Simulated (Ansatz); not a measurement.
# AlFH2O2: one structure at several levels

A test off equilibrium: a structure displaced at random from a GFN2-xTB minimum is computed at several levels, and each is set against CCSD(T).

Computed with Ansatz 0.2.0, Gaussian basis. Level: single points in def2-TZVPP.

Correlated methods freeze the cores.

### 1 Starting geometry

SMILES `[OH][Al]([OH])[F]`, 6 atoms, charge 0, spin multiplicity 1.

Atoms are counted from 1 here; the program's logs count them from 0.

Bond lengths: O1–Al2 1.640 Å, O1–H5 0.956 Å, Al2–O3 1.494 Å, Al2–F4 1.910 Å, O3–H6 0.874 Å. Angles: Al2–O1–H5 164.3°, O1–Al2–O3 130.3°, O1–Al2–F4 111.5°, O3–Al2–F4 118.1°, Al2–O3–H6 148.6°.

Geometry (Å):

```mol
AlFH2O2
  3D, bonds by distance, orders not assigned

  6  5  0  0  0  0  0  0  0  0999 V2000
   -0.5938    1.2144   -0.7694 O   0  0
    0.0210   -0.0835    0.0225 Al  0  0
    0.9008   -0.1534    1.2280 O   0  0
   -0.5620   -1.7235   -0.7637 F   0  0
   -1.1065    1.7881   -1.3371 H   0  0
    1.5238   -0.5740    1.6736 H   0  0
  1  2  8  0
  1  5  8  0
  2  3  8  0
  2  4  8  0
  3  6  8  0
M  END
```

### 2 CCSD(T)/def2-TZVPP

The input, run/in.yaml:

```yaml
crystal:
  periodic: [false, false, false]
  atoms:
    - {symbol: O, position_ang: [-0.593800, 1.214400, -0.769400]}
    - {symbol: Al, position_ang: [0.021000, -0.083500, 0.022500]}
    - {symbol: O, position_ang: [0.900800, -0.153400, 1.228000]}
    - {symbol: F, position_ang: [-0.562000, -1.723500, -0.763700]}
    - {symbol: H, position_ang: [-1.106500, 1.788100, -1.337100]}
    - {symbol: H, position_ang: [1.523800, -0.574000, 1.673600]}
basis:
  gaussian: {orbitals: def2-TZVPP}
correlation: {method: ccsd_t}
output: {forces: true}
```

The command line of these runs was not kept.

### 3 PBE0-D4/def2-TZVPP

run/in.yaml: that of step 2 with these lines changed.

```diff
@@ -11,3 +11,3 @@
   gaussian: {orbitals: def2-TZVPP}
-correlation: {method: ccsd_t}
-output: {forces: true}
+hamiltonian: {xc: pbe0, dispersion: d4}
+output: {forces: true, orbitals: {seedname: orbitals}}
```

### 4 wB97M-V/def2-TZVPP

run/in.yaml: that of step 3 with these lines changed.

```diff
@@ -11,3 +11,3 @@
   gaussian: {orbitals: def2-TZVPP}
-hamiltonian: {xc: pbe0, dispersion: d4}
-output: {forces: true, orbitals: {seedname: orbitals}}
+hamiltonian: {xc: {name: wB97M-V}}
+output: {forces: true}
```

### 5 r2SCAN-D4/def2-TZVPP

run/in.yaml: that of step 4 with these lines changed.

```diff
@@ -11,3 +11,3 @@
   gaussian: {orbitals: def2-TZVPP}
-hamiltonian: {xc: {name: wB97M-V}}
+hamiltonian: {xc: r2scan, dispersion: d4}
 output: {forces: true}
```

### 6 PBE-D4/def2-TZVPP

run/in.yaml: that of step 5 with these lines changed.

```diff
@@ -11,3 +11,3 @@
   gaussian: {orbitals: def2-TZVPP}
-hamiltonian: {xc: r2scan, dispersion: d4}
+hamiltonian: {xc: pbe, dispersion: d4}
 output: {forces: true}
```

### 7 r2SCANh-D4/def2-TZVPP

run/in.yaml: that of step 6 with these lines changed.

```diff
@@ -11,3 +11,3 @@
   gaussian: {orbitals: def2-TZVPP}
-hamiltonian: {xc: pbe, dispersion: d4}
+hamiltonian: {xc: {name: r2SCANh}, dispersion: d4}
 output: {forces: true}
```

### 8 B97M-V/def2-TZVPP

run/in.yaml: that of step 7 with these lines changed.

```diff
@@ -11,3 +11,3 @@
   gaussian: {orbitals: def2-TZVPP}
-hamiltonian: {xc: {name: r2SCANh}, dispersion: d4}
+hamiltonian: {xc: {name: B97M-V}}
 output: {forces: true}
```

(Steps that only read results are left out.)

**Question.** What will these runs give? Wanted: energy less free atoms, CCSD(T)/def2-TZVPP; RMS force component; RMS force error; HOMO and LUMO, PBE0-D4; T1 diagnostic.

As calculated:

```
                                  quantity                                                                                             value
energy less free atoms, CCSD(T)/def2-TZVPP                                                                                    -2232.7 kJ/mol
                       RMS force component                                                              3.048 to 3.182 eV/Å over the methods
                           RMS force error  PBE0-D4 0.132, wB97M-V 0.095, r2SCAN-D4 0.110, PBE-D4 0.248, r2SCANh-D4 0.116, B97M-V 0.179 eV/Å
                    HOMO and LUMO, PBE0-D4                                                                                -9.16 and -0.75 eV
                             T1 diagnostic                                                                                             0.012
```

What this shows: Against CCSD(T) the functionals' energies less atoms differ by -81.5 to -8.6 kJ/mol, PBE-D4 by -81.5 kJ/mol. A larger basis would deepen the CCSD(T) value, while the functionals are nearly converged already, so the order here is not reliable. On forces the order runs from wB97M-V to PBE-D4. Frozen-core CCSD(T) forces in triple zeta carry basis errors of their own, and this is one geometry, so small gaps rank nothing.
